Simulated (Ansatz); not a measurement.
# C4H3F9GeO: up Jacob's ladder to CCSD(T)

One table from this session's results is given with a row withheld; the runs are named, their logs left out.

Program: Ansatz 0.2.0, Gaussian basis. Level of theory: functionals in def2-TZVPP, the program's frozen cores in correlated methods. These are calculated values, not measurements.

The runs, in order: LDA (SPW92), PBE-D4, revPBE-D4, BLYP-D4, r2SCAN-D4, B97M-V, PBE0-D4, B3LYP-D4, r2SCANh-D4, r2SCAN0-D4, HSE06-D4, BHLYP-D4, CAM-B3LYP-D4, LC-ωPBE, ωB97X-V, ωB97M-V, B2PLYP, PBE-QIDH; CCSD(T)/def2-SVP; CCSD(T)/def2-TZVPP; MP2/def2-QZVPP; extrapolation to the limit; RPA on PBE.

## The geometry

The geometry comes from an earlier relaxation with PBE0-D4 in a triple-zeta def2 set; it is a stationary point, not always the lowest conformer.

SMILES `C[O][Ge]([C](F)(F)F)([C](F)(F)F)[C](F)(F)F`, 18 atoms, charge 0, spin multiplicity 1.

Atoms are counted from 1 here; the program's logs count them from 0.

Bond lengths: C1–O2 1.420 Å, C1–H16 1.094 Å, C1–H17 1.094 Å, C1–H18 1.090 Å, O2–Ge3 1.748 Å, Ge3–C4 2.016 Å, Ge3–C8 2.016 Å, Ge3–C12 2.006 Å, C4–F5 1.336 Å, C4–F6 1.337 Å, C4–F7 1.341 Å, C8–F9 1.341 Å, C8–F10 1.337 Å, C8–F11 1.336 Å, C12–F13 1.337 Å, C12–F14 1.333 Å, C12–F15 1.339 Å. Angles: O2–C1–H16 111.8°, O2–C1–H17 111.7°, O2–C1–H18 106.9°, H16–C1–H17 109.1°, H16–C1–H18 108.7°, H17–C1–H18 108.5°, C1–O2–Ge3 121.9°, O2–Ge3–C4 111.3°, O2–Ge3–C8 111.1°, O2–Ge3–C12 105.6°, C4–Ge3–C8 108.1°, C4–Ge3–C12 110.1°, C8–Ge3–C12 110.5°, Ge3–C4–F5 111.5°, Ge3–C4–F6 111.4°, Ge3–C4–F7 110.9°, F5–C4–F6 107.8°, F5–C4–F7 107.6° and more.

As a file:

```mol
C4H3F9GeO
  3D, bonds by distance, orders not assigned

 18 17  0  0  0  0  0  0  0  0999 V2000
   -0.4010   -1.2277    2.1475 C   0  0
    0.5505   -0.4328    1.4548 O   0  0
    0.2405    0.1941   -0.1477 Ge  0  0
   -1.1292    1.6721   -0.1038 C   0  0
   -0.6282    2.7877    0.4348 F   0  0
   -1.5628    1.9715   -1.3330 F   0  0
   -2.1949    1.3137    0.6263 F   0  0
   -0.4385   -1.2540   -1.3758 C   0  0
   -1.7293   -1.5232   -1.1331 F   0  0
    0.2472   -2.3894   -1.2065 F   0  0
   -0.3329   -0.8998   -2.6598 F   0  0
    2.0001    0.9027   -0.8006 C   0  0
    2.8402   -0.0923   -1.1015 F   0  0
    2.5887    1.6734    0.1147 F   0  0
    1.8275    1.6382   -1.9064 F   0  0
   -1.3279   -0.6786    2.3362 H   0  0
   -0.6343   -2.1471    1.6014 H   0  0
    0.0468   -1.4972    3.1044 H   0  0
  1  2  8  0
  2  3  8  0
  3  4  8  0
  4  5  8  0
  4  6  8  0
  4  7  8  0
  3  8  8  0
  8  9  8  0
  8 10  8  0
  8 11  8  0
  3 12  8  0
 12 13  8  0
 12 14  8  0
 12 15  8  0
  1 16  8  0
  1 17  8  0
  1 18  8  0
M  END
```

Set-up of the first run:

File in.yaml:

```yaml
crystal:
  periodic: [false, false, false]
  atoms:
    - {symbol: C, position_ang: [-0.401011, -1.227737, 2.147465]}
    - {symbol: O, position_ang: [0.550454, -0.432777, 1.454797]}
    - {symbol: Ge, position_ang: [0.240531, 0.194077, -0.147714]}
    - {symbol: C, position_ang: [-1.129200, 1.672144, -0.103849]}
    - {symbol: F, position_ang: [-0.628238, 2.787660, 0.434837]}
    - {symbol: F, position_ang: [-1.562803, 1.971455, -1.332994]}
    - {symbol: F, position_ang: [-2.194940, 1.313741, 0.626331]}
    - {symbol: C, position_ang: [-0.438462, -1.253961, -1.375750]}
    - {symbol: F, position_ang: [-1.729295, -1.523166, -1.133102]}
    - {symbol: F, position_ang: [0.247249, -2.389425, -1.206478]}
    - {symbol: F, position_ang: [-0.332884, -0.899824, -2.659797]}
    - {symbol: C, position_ang: [2.000073, 0.902671, -0.800566]}
    - {symbol: F, position_ang: [2.840213, -0.092263, -1.101518]}
    - {symbol: F, position_ang: [2.588686, 1.673384, 0.114656]}
    - {symbol: F, position_ang: [1.827536, 1.638179, -1.906405]}
    - {symbol: H, position_ang: [-1.327939, -0.678615, 2.336164]}
    - {symbol: H, position_ang: [-0.634256, -2.147074, 1.601420]}
    - {symbol: H, position_ang: [0.046788, -1.497165, 3.104403]}
basis:
  gaussian: {orbitals: def2-TZVPP}
hamiltonian: {xc: lda}
output: {orbitals: {seedname: orbitals}}
```

Run with:

```
$ ansatz run in.yaml --threads 11 --pin off --events-out ev --progress --plain --max-ram 174080MiB --backend cuda --devices 0, --max-vram 75GiB
```

Steps of the session up to this table: LDA; PBE-D4 (GGA); revPBE-D4 (GGA); BLYP-D4 (GGA); r2SCAN-D4 (meta-GGA); B97M-V (meta-GGA); B3LYP-D4 (hybrid); r2SCANh-D4 (hybrid); r2SCAN0-D4 (hybrid); HSE06-D4 (hybrid); BHLYP-D4 (hybrid); CAM-B3LYP-D4 (range-separated); LC-ωPBE (range-separated); ωB97X-V (range-separated); ωB97M-V (range-separated); B2PLYP (double hybrid); PBE-QIDH (double hybrid).

One table of the session follows, with a row left open; its other results are not shown here.

| functional | HOMO (eV) | gap (eV) |
| --- | --- | --- |
| LDA (SPW92) | -7.35 | 5.52 |
| PBE-D4 | -7.17 | 5.77 |
| revPBE-D4 | -7.09 | 5.88 |
| BLYP-D4 | -7.12 | 5.82 |
| r2SCAN-D4 | -7.56 | 6.34 |
| B97M-V | -7.68 | 6.45 |
| PBE0-D4 | -8.83 | 8.32 |
| B3LYP-D4 | -8.62 | 7.85 |
| r2SCANh-D4 | -8.17 | 7.28 |
| r2SCAN0-D4 | -9.10 | 8.68 |
| HSE06-D4 | -8.42 | 7.53 |
| BHLYP-D4 | ? | ? |
| CAM-B3LYP-D4 | -10.34 | 10.85 |
| LC-ωPBE | -11.60 | 13.42 |
| ωB97X-V | -11.28 | 12.93 |
| ωB97M-V | -11.20 | 12.62 |

Q: Estimate the row for BHLYP-D4 from the others.

Worked estimate for «HOMO (eV)». Against the share of exact exchange, BLYP-D4 (0, -7.12), B3LYP-D4 (0.2, -8.62) give a slope of -7.50 per unit share; at 0.5 the line stands at -10.87.

**Answer.** HOMO (eV): -10.49; gap (eV): 10.89. In «HOMO (eV)» the line misses by -0.38.
